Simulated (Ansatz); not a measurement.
Set up this calculation in Ansatz 0.2.0, as the native input.

```
Task                                : band structure
Functional                          : PBEsol
Potentials or basis                 : Ansatz PAW
Cutoff                              : 420 eV (not typed: the program's choice for these potentials)
k mesh                              : 9 × 9 × 9
Occupations                         : fermi-dirac, width 0.05 eV
Spin                                : spin-orbit coupling, no magnetisation
Path                                : [["G", "X", "Y", "S", "G", "Z", "S1", "N", "P", "Y1", "Z"], ["X", "P"]]
Points for each segment of the path : 14
```

Crystal: LaPb2.

```xyz
3
Lattice="-2.0663 2.0663 5.6384 2.0663 -2.0663 5.6384 2.0663 2.0663 -5.6384" Properties=species:S:1:pos:R:3 pbc="T T T"
Pb    0.0000    0.0000    7.7404
Pb    0.0000    0.0000    3.5365
La    0.0000    0.0000    0.0000
```

The cell comes from a database or a generator and needn't be the stable form of this composition.

These files were run (other wordings do the same):

input.yaml

```yaml
crystal:
  lattice:
    - [-2.066343, 2.066343, 5.63845]
    - [2.066343, -2.066343, 5.63845]
    - [2.066343, 2.066343, -5.63845]
  atoms:
    - { symbol: Pb, position: [0.6863945, 0.6863945, 0.0] }
    - { symbol: Pb, position: [0.3136055, 0.3136055, 0.0] }
    - { symbol: La, position: [0.0, 0.0, 0.0] }
hamiltonian:
  xc: pbesol
  pseudopotentials: { kind: paw_fr }
magnetization:
  noncollinear: true
  spin_orbit: true
kpoints:
  mp_grid: { grid: [9, 9, 9] }
  band_path:
    path:
      - [[0.0, 0.0, 0.0], [-0.5, 0.5, 0.0], [-0.5, 0.5, -0.0671514452], [-0.2835757226, 0.2835757226, -0.2835757226], [0.0, 0.0, 0.0], [0.5, 0.5, -0.5], [0.2835757226, 0.7164242774, -0.7164242774], [0.0, 0.5, -0.5], [-0.25, 0.75, -0.25], [0.0671514452, 0.9328485548, -0.5], [0.5, 0.5, -0.5]]
      - [[-0.5, 0.5, 0.0], [-0.25, 0.75, -0.25]]
    npoints: 14
scf:
  occupations: { method: fermi_dirac, width: 0.05 }
  n_extra_bands: 7
output:
  forces: true
  stress: true
  eigenvalues: true
  fatbands: false
  write_density: true
  write_potential: true
  elf: true
  volumetric_format: npy
```

Potentials or basis: Ansatz PAW.

Launch:

```sh
$ ansatz run input.yaml --threads 2 --pin off --max-ram 5632MiB --backend cpu --events-out ev --progress --plain --runs-dir out
```

It gave:

The pressure is -2.8 GPa, the largest force is 0.027 eV/Å and the band gap on the k mesh is none (metal or under the smearing width).

Caveat: the PAW data sets come from PBE, with cores solved anew for the run's functional, which leaves a small shift of forces and pressure.

Run time: 110 s on 2 threads of Intel(R) Xeon(R) Platinum 8488C (Sapphire Rapids) (shared host), peak memory 1.2 GiB.
